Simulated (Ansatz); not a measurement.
**SnH2MeBr (CH₅BrSn): structure and electronic state**

What does SnH2MeBr (CH₅BrSn) look like as a singlet, and where do its frontier electrons sit?

Computed with Ansatz 0.2.0, Gaussian basis. Level: RKS PBE0-D4/def2-TZVP.

The runs, in order: relaxation at PBE-D4/def2-SVP; a search for the lowest solution at PBE0-D4/def2-SVP; a single point at PBE0-D4/def2-TZVP; harmonic vibrations at PBE-D4/def2-SVP.

3 further runs of the same task are left out: 3 set aside as unsound or not needed. Runs told in other sessions of the task aren't counted.

## Step 1: The system as given

8 atoms, charge 0, spin multiplicity 1.

Atoms are counted from 1 here; the program's logs count them from 0.

Bond lengths: Sn1–H2 1.699 Å, Sn1–H3 1.698 Å, Sn1–C4 2.166 Å, Sn1–Br8 2.474 Å, C4–H5 1.082 Å, C4–H6 1.085 Å, C4–H7 1.085 Å. Angles: H2–Sn1–H3 107.7°, H2–Sn1–C4 115.4°, H2–Sn1–Br8 104.7°, H3–Sn1–C4 115.7°, H3–Sn1–Br8 105.1°, C4–Sn1–Br8 107.1°, Sn1–C4–H5 110.4°, Sn1–C4–H6 109.2°, Sn1–C4–H7 109.0°, H5–C4–H6 109.5°, H5–C4–H7 109.5°, H6–C4–H7 109.2°.

As a file:

```mol
CH5BrSn
  3D, bonds by distance, orders not assigned

  8  7  0  0  0  0  0  0  0  0999 V2000
    0.5493   -0.6756    0.3886 Sn  0  0
    0.5676   -0.8341    2.0800 H   0  0
    2.1440   -0.8589   -0.1656 H   0  0
   -0.5164    1.0498   -0.3723 C   0  0
   -0.0864    1.9623    0.0203 H   0  0
   -1.5585    0.9839   -0.0775 H   0  0
   -0.4507    1.0561   -1.4550 H   0  0
   -0.6489   -2.6834   -0.4185 Br  0  0
  1  2  8  0
  1  3  8  0
  1  4  8  0
  1  8  8  0
  4  5  8  0
  4  6  8  0
  4  7  8  0
M  END
```

Sn takes a core potential in the def2 sets. No spin-orbit coupling is included.

The start is a GFN2-xTB geometry.

## Step 2: Optimising with PBE-D4/def2-SVP

Input file in.yaml:

```yaml
crystal:
  periodic: [false, false, false]
  atoms:
    - {symbol: Sn, position_ang: [0.549320, -0.675630, 0.388640]}
    - {symbol: H, position_ang: [0.567640, -0.834130, 2.079960]}
    - {symbol: H, position_ang: [2.143990, -0.858910, -0.165600]}
    - {symbol: C, position_ang: [-0.516380, 1.049780, -0.372270]}
    - {symbol: H, position_ang: [-0.086430, 1.962270, 0.020320]}
    - {symbol: H, position_ang: [-1.558480, 0.983930, -0.077500]}
    - {symbol: H, position_ang: [-0.450720, 1.056130, -1.455040]}
    - {symbol: Br, position_ang: [-0.648940, -2.683430, -0.418510]}
basis:
  gaussian: {orbitals: def2-SVP}
hamiltonian: {xc: pbe, dispersion: d4}
scf: {omitted_lower_state_checks: [starts]}
output: {orbitals: {seedname: orbitals}}
relax: {f_tol: 0.02, max_steps: 100}
```

Launch:

```bash
$ ansatz run in.yaml --threads 4 --pin off --events-out ev --progress --plain --max-ram 3916MiB
```

After this run come: Searching for the lowest solution, PBE0-D4/def2-SVP; Single point, PBE0-D4/def2-TZVP; Harmonic vibrations.

Q: Predict the results of all the runs planned. Wanted: point group; Br–Sn bond; HOMO, LUMO at PBE0-D4/def2-TZVP; dipole at PBE-D4/def2-SVP; lowest, highest wavenumber.

As calculated:

| quantity | value |
| --- | --- |
| point group | Cs |
| Br–Sn bond | 2.531 Å |
| HOMO, LUMO at PBE0-D4/def2-TZVP | -7.91, -0.93 eV |
| dipole at PBE-D4/def2-SVP | 2.82 D |
| lowest, highest wavenumber | 75, 3120 cm⁻¹ |

What this shows: The molecule keeps its bonding pattern by the stored test; the atoms moved 0.05 Å (rms). All wavenumbers are real: a minimum at this level. The point group is read from a loosely relaxed geometry; soft torsions can leave it below the true symmetry.
